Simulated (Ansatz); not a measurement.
# C4H10Cd: the cost of one run

The runs use Ansatz 0.2.0, Gaussian basis; the settings change from run to run.

## (1) The relaxed structure

The geometry comes from an earlier relaxation with PBE0-D4 in a triple-zeta def2 set; it is a stationary point, not always the lowest conformer. Cd takes a core potential in def2 sets; no spin-orbit term is included.

15 atoms, charge 0, spin multiplicity 1.

Atoms are counted from 1 here; the program's logs count them from 0.

Bond lengths: C1–Cd2 2.119 Å, C1–H6 1.092 Å, C1–H7 1.092 Å, C1–H8 1.092 Å, Cd2–C3 2.144 Å, C3–C4 1.524 Å, C3–C5 1.524 Å, C3–H9 1.097 Å, C4–H10 1.095 Å, C4–H11 1.099 Å, C4–H12 1.094 Å, C5–H13 1.095 Å, C5–H14 1.099 Å, C5–H15 1.094 Å. Angles: Cd2–C1–H6 110.6°, Cd2–C1–H7 110.6°, Cd2–C1–H8 110.5°, H6–C1–H7 108.4°, H6–C1–H8 108.4°, H7–C1–H8 108.4°, C1–Cd2–C3 180.0°, Cd2–C3–C4 112.2°, Cd2–C3–C5 112.2°, Cd2–C3–H9 105.0°, C4–C3–C5 110.9°, C4–C3–H9 108.1°, C5–C3–H9 108.1°, C3–C4–H10 111.9°, C3–C4–H11 111.0°, C3–C4–H12 112.6°, H10–C4–H11 106.6°, H10–C4–H12 107.3° and more.

## (2) PBE0-DH/def2-TZVP

Set apart from the defaults: high accuracy.

in.yaml

```yaml
crystal:
  periodic: [false, false, false]
  atoms:
    - {symbol: C, position_ang: [-2.172094, 1.237514, 2.177692]}
    - {symbol: Cd, position_ang: [-0.927015, 0.500689, 0.629458]}
    - {symbol: C, position_ang: [0.332011, -0.244244, -0.937725]}
    - {symbol: C, position_ang: [0.571883, -1.744295, -0.819620]}
    - {symbol: C, position_ang: [1.651623, 0.512519, -1.024787]}
    - {symbol: H, position_ang: [-2.536101, 0.417557, 2.800320]}
    - {symbol: H, position_ang: [-1.622104, 1.934336, 2.813648]}
    - {symbol: H, position_ang: [-3.034428, 1.760834, 1.759262]}
    - {symbol: H, position_ang: [-0.227356, -0.060722, -1.862870]}
    - {symbol: H, position_ang: [1.105065, -2.001283, 0.101435]}
    - {symbol: H, position_ang: [1.188967, -2.111732, -1.652032]}
    - {symbol: H, position_ang: [-0.357913, -2.319817, -0.828388]}
    - {symbol: H, position_ang: [2.251086, 0.393840, -0.116365]}
    - {symbol: H, position_ang: [2.265976, 0.139565, -1.856766]}
    - {symbol: H, position_ang: [1.510409, 1.585259, -1.183261]}
basis:
  gaussian: {orbitals: def2-TZVP}
hamiltonian: {xc: {name: PBE0-DH}}
accuracy: high
```

Started as:

```
ansatz run in.yaml --threads 2 --pin off --events-out ev --progress --plain --max-ram 22528MiB --backend cpu
```

**Question.** How long does this run take on 2 threads of AMD EPYC 7R13, shared host, and how much memory does it need?

About 28 s, with a peak of 1.6 GiB.
